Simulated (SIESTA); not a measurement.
The system is As2Se.

```
CELL_PARAMETERS angstrom
-3.52942 3.52942 2.65357
3.52942 -3.52942 2.65357
3.52942 3.52942 -2.65357
ATOMIC_POSITIONS crystal
Se 0.25000 0.75000 0.50000
Se 0.50000 0.50000 0.00000
As 0.87500 0.12500 0.25000
As 0.87500 0.62500 0.75000
As 0.37500 0.12500 0.25000
As 0.87500 0.12500 0.75000
```

The cell comes from a database or a generator and needn't be the stable form of this composition.

```yaml
Program: SIESTA 5.4.2
Task: single point
Functional: PBEsol
Potentials_or_basis: PseudoDojo 0.4 standard (PBEsol files)
Basis: DZP (energy shift 0.003 Ry; two zetas on semicore shells)
Grid_cutoff: 500 Ry
Energy_shift: 0.003 Ry
k_mesh: 6 × 6 × 6
Occupations: fermi-dirac, width 0.05 eV
Spin: no spin polarisation
```

On this cell: pressure -0.9 GPa; largest force under 0.003 eV/Å; band gap on the k mesh none (metal or under the smearing width).

The same run follows on a disturbed copy (atoms moved at random, drawn with an rms of 0.05 Å):

```
Se As
1.0
    -3.52942    3.52942    2.65357
     3.52942   -3.52942    2.65357
     3.52942    3.52942   -2.65357
Se As
2 4
Direct
  0.25178 0.75369 0.50092
  0.49211 0.48992 0.99295
  0.88681 0.13523 0.24614
  0.87046 0.61776 0.74769
  0.36987 0.12208 0.24953
  0.87638 0.13299 0.75419
```

Task: What changes?

Result: The energy (extrapolated to zero smearing) moves by +0.4 meV/atom; pressure -0.7 GPa; largest force 0.347 eV/Å; band gap on the k mesh none (metal or under the smearing width).

Forces in eV/Å, atoms in the order of the input:
```
Se   0.012  0.006 -0.172
Se   0.194  0.084  0.276
As  -0.219  0.008 -0.017
As  -0.111  0.028 -0.150
As   0.064 -0.105  0.032
As   0.062 -0.018  0.034
```

Stress tensor (GPa, compression positive):
```
-1.40 -0.01 -0.42
-0.01 -0.80  0.13
-0.42  0.13  0.22
```

Caveats: the basis of atomic orbitals isn't converged, which shifts pressures, moduli and gaps.
